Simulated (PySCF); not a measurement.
# [TaF4]+: other functionals and bases at one geometry

One table from this session's results is given with a row withheld; the runs are named, their logs left out.

The runs use PySCF 2.14.0; several levels, as the steps say, no spin–orbit coupling.

4 further runs of the same task are left out: 2 for a known fault of the program, 2 that didn't finish.

## The starting structure

5 atoms, charge 1, spin multiplicity 1.

Bond lengths: Ta1–F2 1.821 Å, Ta1–F3 1.821 Å, Ta1–F4 1.821 Å, Ta1–F5 1.821 Å. Angles: F2–Ta1–F3 109.5°, F2–Ta1–F4 109.5°, F2–Ta1–F5 109.5°, F3–Ta1–F4 109.5°, F3–Ta1–F5 109.5°, F4–Ta1–F5 109.5°.

Coordinates:

```
atom     x (Å)     y (Å)     z (Å)
 Ta1   0.00000   0.00000   0.00000
  F2   1.05110   1.05110   1.05110
  F3  -1.05110  -1.05110   1.05110
  F4   1.05110  -1.05110  -1.05110
  F5  -1.05110   1.05110  -1.05110
```

Formal oxidation states: Ta +5. An earlier session relaxed this geometry at B3LYP, Ta def2-SVP with ECP60, F def2-SVP (singlet, point group Td).

At B3LYP on the finer grid: E = -456.052789 Eh, HOMO -19.28 eV, LUMO -9.77 eV, Mulliken charge on Ta1 +1.73 e, largest force component 0.024 eV/Å. 

Levels to run: BP86; CAM-B3LYP; TPSS; BLYP; B3LYP, TZVP; B3LYP, x2c-SVP. Hardware: 2 threads of Arm Neoverse V1, shared host.

Set-up of the first run:

run.py (the lines that set the calculation)

```python
mol = gto.M(atom='''
Ta     0.00000     0.00000     0.00000
F      1.05110     1.05110     1.05110
F     -1.05110    -1.05110     1.05110
F      1.05110    -1.05110    -1.05110
F     -1.05110     1.05110    -1.05110''',
    basis={'Ta': 'def2-SVP', 'F': 'def2-SVP'},
    ecp={'Ta': 'def2-SVP'},
    charge=1, spin=0)
mf = dft.RKS(mol, xc='B88,P86')
mf.grids.atom_grid = (75, 302)
mf = mf.density_fit()  # fitting sets: Ta def2-universal-JKFIT, F def2-universal-JKFIT
mf.conv_tol = 1e-08; mf.max_cycle = 55
mf.kernel(dm0)  # dm0: the density of the relaxed state
```

Run with:

```bash
OMP_NUM_THREADS=2 python run.py
```

Steps of the session up to this table: BP86; CAM-B3LYP; TPSS; BLYP; B3LYP, TZVP; B3LYP, x2c-SVP.

One table of the session follows, with a row left open; its other results are not shown here.

| level | HOMO (eV) | gap (eV) | charge on Ta1 (e) | largest force component (eV/Å) |
| --- | --- | --- | --- | --- |
| B3LYP (relaxed here) | -19.28 | 9.51 | 1.73 | 0.02 |
| BP86 | ? | ? | ? | ? |
| CAM-B3LYP | -21.14 | 12.80 | 1.74 | 0.24 |
| TPSS | -17.64 | 7.45 | 1.65 | 0.14 |
| BLYP | -17.36 | 7.25 | 1.54 | 0.35 |
| B3LYP, TZVP | -19.26 | 9.64 | 1.97 | 0.21 |
| B3LYP, x2c-SVP | -19.42 | 9.28 | 1.80 | 0.63 |

**Question.** Estimate the row for BP86.

The run gave: HOMO (eV): -17.61; gap (eV): 7.25; charge on Ta1 (e): 1.57; largest force component (eV/Å): 0.16. In the column «HOMO (eV)» it lies between TPSS (-17.64) and BLYP (-17.36).

In one basis the HOMO–LUMO gap runs from 7.25 eV (BLYP) to 12.80 eV (CAM-B3LYP). The largest leftover force, 0.63 eV/Å with B3LYP, x2c-SVP, stands at a geometry relaxed at another level. Total energies of different levels can't be compared.
